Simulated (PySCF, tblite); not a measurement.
# C₄H₁₀OSSi: dynamics, then NMR shifts on frames, part 2 of 2

tblite 0.8.0 and PySCF 2.14.0. Atoms count from 0. Earlier steps stand in the parts before.

### 5 NMR shieldings: 625 fs, PBE0/pcSseg-1

Job settings and geometry (Å):

```
{"job": {"kind": "nmr", "xc": "PBE0", "basis": "pcSseg-1", "pop": false}, "charge": 0, "multiplicity": 1}
Si     2.519000     0.694200     0.822000
S      0.892100    -0.335600    -0.292300
C     -0.392500     0.783100     0.310200
C     -1.751200     0.448400    -0.425000
C     -2.797700     0.655200     0.658900
C     -2.124600     0.335800     1.969700
O     -0.725200     0.513900     1.682000
H      3.588700    -0.264700     0.783300
H      3.114800     1.908100     0.339600
H      1.821300     0.729000     2.049700
H     -0.130200     1.767200     0.015000
H     -1.939800     1.226200    -1.227400
H     -1.804200    -0.553000    -0.956500
H     -3.709000    -0.026000     0.395800
H     -3.101500     1.731400     0.701000
H     -2.369700    -0.638800     2.353700
H     -2.303900     1.116600     2.762900
```

Method: GIAO PBE0/pcSseg-1 NMR shielding, non-relativistic, gas phase.

Output:

```text
coarse grid: 14880 points
cycle   1  E = -920.6031277019  dE =  6.588e-01  |g| = 5.845e-01  |ddm| = 3.654e+00
cycle   2  E = -920.5285719317  dE =  7.456e-02  |g| = 8.733e-01  |ddm| = 1.314e+00
cycle   3  E = -920.6731106223  dE = -1.445e-01  |g| = 8.039e-02  |ddm| = 8.312e-01
cycle   4  E = -920.6740764445  dE = -9.658e-04  |g| = 4.141e-02  |ddm| = 1.145e-01
cycle   5  E = -920.6744896086  dE = -4.132e-04  |g| = 7.017e-03  |ddm| = 5.209e-02
cycle   6  E = -920.6744994486  dE = -9.840e-06  |g| = 2.446e-03  |ddm| = 9.037e-03
final grid: 133432 points
cycle   7  E = -920.7294192393  dE = -2.208e-05  |g| = 1.177e-02  |ddm| = 2.805e-02
cycle   8  E = -920.7293903243  dE =  2.892e-05  |g| = 1.727e-02  |ddm| = 2.066e-02
cycle   9  E = -920.7294457739  dE = -5.545e-05  |g| = 1.340e-03  |ddm| = 1.238e-02
cycle  10  E = -920.7294461484  dE = -3.745e-07  |g| = 2.353e-04  |ddm| = 1.539e-03
cycle  11  E = -920.7294461613  dE = -1.298e-08  |g| = 5.575e-05  |ddm| = 3.324e-04
cycle  12  E = -920.7294461620  dE = -6.767e-10  |g| = 2.457e-05  |ddm| = 8.701e-05
converged SCF energy = -920.7294461620

GIAO shielding tensors (ppm)
atom      isotropic    diamagn.    paramagn.     s11        s22        s33       span
  0 Si     403.027     880.124    -477.097    338.661    398.137    472.283    133.622
  1 S      579.436    1058.957    -479.521    380.689    532.419    825.201    444.511
  2 C      100.854     250.960    -150.106     56.604     94.506    151.453     94.849
  3 C      134.159     246.072    -111.913     95.931    137.255    169.292     73.361
  4 C      150.246     251.480    -101.234    118.740    159.778    172.219     53.479
  5 C      109.998     241.495    -131.497     68.194     96.577    165.223     97.028
  6 O      229.767     400.118    -170.351    128.942    230.941    329.419    200.477
  7 H       27.565      29.580      -2.015     23.575     25.459     33.660     10.085
  8 H       27.596      29.631      -2.036     23.951     25.441     33.394      9.443
  9 H       26.636      29.862      -3.226     20.906     27.614     31.390     10.484
 10 H       27.005      34.242      -7.237     22.218     27.903     30.894      8.675
 11 H       28.051      30.155      -2.104     24.203     26.733     33.216      9.013
 12 H       28.525      30.185      -1.660     23.255     28.949     33.371     10.116
 13 H       27.764      26.433       1.331     23.472     25.128     34.693     11.221
 14 H       28.679      28.573       0.106     23.552     26.849     35.636     12.084
 15 H       27.585      29.071      -1.487     23.209     26.188     33.358     10.149
 16 H       26.571      26.669      -0.098     21.543     24.925     33.245     11.702
```

Run time: 23 s. Hardware: 1 thread of Arm Neoverse V1, shared host; peak memory 0.89 GiB.

This run: δ C2 86.1, C5 76.9, C3 52.8, C4 36.7, H16 5.15, H9 5.08 ppm.

### 6 NMR shieldings: 800 fs, PBE0/pcSseg-1

Job settings and geometry (Å):

```
{"job": {"kind": "nmr", "xc": "PBE0", "basis": "pcSseg-1", "pop": false}, "charge": 0, "multiplicity": 1}
Si     2.435400     0.513600     1.060800
S      0.508700    -0.382400     0.173200
C     -0.830200     0.846400     0.449800
C     -2.353200     0.582700    -0.123100
C     -3.078100     0.078500     1.067100
C     -2.139700     0.216200     2.299500
O     -1.063700     1.009900     1.812400
H      3.024000    -0.717900     1.798500
H      3.480600     0.927800     0.143800
H      2.295400     1.452200     2.140200
H     -0.416900     1.758500     0.078000
H     -2.698800     1.516700    -0.438400
H     -2.496700    -0.097300    -0.853800
H     -3.250400    -1.001800     0.848700
H     -4.036800     0.632100     1.304500
H     -1.796800    -0.839200     2.486900
H     -2.543200     0.677500     3.213400
```

Level: GIAO PBE0/pcSseg-1 NMR shielding, non-relativistic, gas phase.

Output:

```text
coarse grid: 14880 points
cycle   1  E = -920.5944517030  dE =  6.473e-01  |g| = 5.919e-01  |ddm| = 3.664e+00
cycle   2  E = -920.5363442184  dE =  5.811e-02  |g| = 8.305e-01  |ddm| = 1.116e+00
cycle   3  E = -920.6662235291  dE = -1.299e-01  |g| = 8.347e-02  |ddm| = 6.740e-01
cycle   4  E = -920.6672469667  dE = -1.023e-03  |g| = 4.263e-02  |ddm| = 1.151e-01
cycle   5  E = -920.6676867282  dE = -4.398e-04  |g| = 6.158e-03  |ddm| = 5.060e-02
cycle   6  E = -920.6676941540  dE = -7.426e-06  |g| = 2.162e-03  |ddm| = 7.353e-03
final grid: 133432 points
cycle   7  E = -920.7224045471  dE = -2.511e-05  |g| = 1.165e-02  |ddm| = 2.668e-02
cycle   8  E = -920.7223787212  dE =  2.583e-05  |g| = 1.670e-02  |ddm| = 1.905e-02
cycle   9  E = -920.7224301840  dE = -5.146e-05  |g| = 1.309e-03  |ddm| = 1.129e-02
cycle  10  E = -920.7224305471  dE = -3.632e-07  |g| = 2.401e-04  |ddm| = 1.521e-03
cycle  11  E = -920.7224305619  dE = -1.473e-08  |g| = 4.686e-05  |ddm| = 3.560e-04
cycle  12  E = -920.7224305624  dE = -5.277e-10  |g| = 1.734e-05  |ddm| = 7.807e-05
converged SCF energy = -920.7224305624

GIAO shielding tensors (ppm)
atom      isotropic    diamagn.    paramagn.     s11        s22        s33       span
  0 Si     393.146     878.092    -484.946    334.812    368.294    476.331    141.519
  1 S      534.390    1058.852    -524.462    323.926    500.422    778.822    454.896
  2 C       93.404     247.862    -154.458     45.656     86.226    148.330    102.674
  3 C      151.253     245.525     -94.272    109.027    157.707    187.025     77.998
  4 C      156.355     252.824     -96.469    122.866    167.530    178.668     55.802
  5 C      108.991     247.692    -138.701     52.831    107.588    166.554    113.723
  6 O      220.876     398.710    -177.834    140.354    204.107    318.167    177.813
  7 H       26.073      27.276      -1.203     22.153     24.427     31.640      9.487
  8 H       27.169      28.450      -1.281     23.287     24.788     33.432     10.144
  9 H       27.058      28.874      -1.816     23.250     25.973     31.952      8.703
 10 H       25.945      33.077      -7.132     20.577     27.126     30.131      9.554
 11 H       30.458      31.007      -0.549     24.591     29.007     37.777     13.185
 12 H       31.134      33.420      -2.286     26.142     30.046     37.215     11.074
 13 H       28.882      29.164      -0.281     24.410     26.793     35.444     11.034
 14 H       28.706      26.498       2.209     23.677     26.455     35.987     12.310
 15 H       26.456      29.627      -3.171     22.007     25.887     31.476      9.469
 16 H       27.118      28.487      -1.369     22.342     25.849     33.163     10.821
```

It took 23 s on 1 thread of Arm Neoverse V1, shared host; peak memory 0.9 GiB.

In short: δ C2 93.5, C5 77.9, C3 35.7, C4 30.6, H10 5.77, H7 5.64 ppm.

### 7 NMR shieldings: 1000 fs, PBE0/pcSseg-1

Job settings and geometry (Å):

```
{"job": {"kind": "nmr", "xc": "PBE0", "basis": "pcSseg-1", "pop": false}, "charge": 0, "multiplicity": 1}
Si     1.988900     1.072400     1.489100
S      0.375800     0.446200     0.191100
C     -1.103600     1.306300     0.909000
C     -2.346700     1.088900    -0.040000
C     -3.328400     0.081600     0.632900
C     -2.691800    -0.058800     2.042700
O     -1.437300     0.557400     2.134900
H      2.614900     0.023300     2.183300
H      2.914100     1.426900     0.410800
H      1.457400     2.175600     2.255300
H     -0.857300     2.349600     1.149400
H     -2.706700     2.037400    -0.189300
H     -2.118100     0.668300    -1.011400
H     -3.577600    -1.021200     0.376900
H     -4.341100     0.536700     0.557800
H     -2.550300    -1.094700     2.372600
H     -3.429800     0.418900     2.735200
```

Level: GIAO PBE0/pcSseg-1 NMR shielding, non-relativistic, gas phase.

Output:

```text
coarse grid: 14880 points
cycle   1  E = -920.5880071122  dE =  6.243e-01  |g| = 5.971e-01  |ddm| = 3.656e+00
cycle   2  E = -920.5087863824  dE =  7.922e-02  |g| = 8.990e-01  |ddm| = 1.215e+00
cycle   3  E = -920.6611680792  dE = -1.524e-01  |g| = 8.440e-02  |ddm| = 7.407e-01
cycle   4  E = -920.6623881949  dE = -1.220e-03  |g| = 4.151e-02  |ddm| = 1.241e-01
cycle   5  E = -920.6628041769  dE = -4.160e-04  |g| = 6.705e-03  |ddm| = 5.120e-02
cycle   6  E = -920.6628123651  dE = -8.188e-06  |g| = 2.871e-03  |ddm| = 8.809e-03
final grid: 133432 points
cycle   7  E = -920.7180987552  dE = -2.046e-05  |g| = 1.296e-02  |ddm| = 2.991e-02
cycle   8  E = -920.7180618524  dE =  3.690e-05  |g| = 1.930e-02  |ddm| = 2.176e-02
cycle   9  E = -920.7181303390  dE = -6.849e-05  |g| = 1.543e-03  |ddm| = 1.311e-02
cycle  10  E = -920.7181308570  dE = -5.180e-07  |g| = 2.371e-04  |ddm| = 1.742e-03
cycle  11  E = -920.7181308702  dE = -1.323e-08  |g| = 5.022e-05  |ddm| = 2.868e-04
cycle  12  E = -920.7181308707  dE = -5.566e-10  |g| = 1.765e-05  |ddm| = 7.179e-05
converged SCF energy = -920.7181308707

GIAO shielding tensors (ppm)
atom      isotropic    diamagn.    paramagn.     s11        s22        s33       span
  0 Si     402.762     880.831    -478.069    348.896    393.471    465.918    117.022
  1 S      564.248    1061.141    -496.893    303.054    506.812    882.878    579.824
  2 C       76.021     252.988    -176.967     32.103     73.486    122.473     90.370
  3 C      150.393     248.575     -98.182    103.184    158.864    189.132     85.947
  4 C      149.369     245.487     -96.118    110.914    157.275    179.918     69.004
  5 C      114.766     234.209    -119.443     63.085    108.261    172.952    109.867
  6 O      213.113     400.927    -187.815    113.350    190.467    335.521    222.172
  7 H       27.783      30.310      -2.528     23.615     25.741     33.993     10.378
  8 H       26.632      29.638      -3.005     21.693     25.405     32.800     11.107
  9 H       27.183      29.770      -2.588     23.795     25.958     31.795      7.999
 10 H       25.848      32.817      -6.969     22.358     26.027     29.159      6.801
 11 H       30.610      31.727      -1.117     24.954     29.311     37.565     12.611
 12 H       29.167      31.680      -2.513     24.030     29.006     34.465     10.434
 13 H       27.222      27.850      -0.628     22.687     25.479     33.500     10.813
 14 H       28.968      26.329       2.639     24.144     26.370     36.388     12.243
 15 H       27.354      27.645      -0.291     22.311     26.131     33.621     11.310
 16 H       26.974      24.360       2.614     21.032     26.348     33.543     12.511
```

Run time: 23 s. Hardware: 1 thread of Arm Neoverse V1, shared host; peak memory 0.89 GiB.

Key values: δ C2 110.9, C5 72.2, C4 37.6, C3 36.5, H10 5.87, H8 5.08 ppm.

### 8 Comparing the runs: NMR shifts

Shifts (ppm) of some atoms, chosen among heavy atoms and hydrogens apart, with basis size and wall time:

| frame | C2 | C3 | H11 | H12 | Si0 | S1 | O6 | functions | time |
| --- | --- | --- | --- | --- | --- | --- | --- | --- | --- |
| 250 fs | 106.3 | 35.7 | 2.26 | 1.82 | -62.9 | -29 | 101.0 | 183 | 33 s |
| 425 fs | 95.9 | 34.2 | 1.50 | 2.17 | -49.7 | -5 | 109.9 | 183 | 24 s |
| 625 fs | 86.1 | 52.8 | 3.67 | 3.19 | -53.9 | -76 | 106.3 | 183 | 23 s |
| 800 fs | 93.5 | 35.7 | 1.26 | 0.58 | -44.0 | -31 | 115.2 | 183 | 23 s |
| 1000 fs | 110.9 | 36.5 | 1.11 | 2.55 | -53.6 | -61 | 123.0 | 183 | 23 s |

### 9 Summary of results

What follows sums up all 2 parts.

| quantity | value |
| --- | --- |
| thermostat | 600 K |
| mean temperature, second half | 637 K |
| mean potential energy above the minimum | 1.39 eV |
| 13C shifts against TMS (PBE0/pcSseg-1, 250 fs) | 106.3, 84.2, 35.7, 29.1 ppm |
| 1H shifts against TMS (PBE0/pcSseg-1, 250 fs) | 7.06, 5.75, 5.04, 5.00, 4.60, 4.53, 3.35, 2.68, 2.26, 1.82 ppm |
| 29Si shifts against TMS (PBE0/pcSseg-1, 250 fs) | -62.9 ppm |
| 33S shifts against CS2 (PBE0/pcSseg-1, 250 fs) | -29 ppm |
| 17O shifts against H2O (PBE0/pcSseg-1, 250 fs) | 101.0 ppm |
| surface potential, 1st and 99th percentile | -1.31 V and 1.34 V |
| range of the shift of S1 | -76 to -5 ppm |

What this shows: In the second half the potential energy averages 1.39 eV above the minimum; equipartition over 45 harmonic modes at 600 K would give 1.16 eV. With 17 atoms the temperature swings widely (372 to 960 K). Shifts at one fixed geometry are not the observed spectrum, which averages over the motion. In the first frame run (250 fs): The largest span, 692 ppm, is at S1, where the paramagnetic term is -528 ppm. In ppm, S1 moves most: its shift spreads over 70 ppm, from -76 (625 fs) to -5 (425 fs).
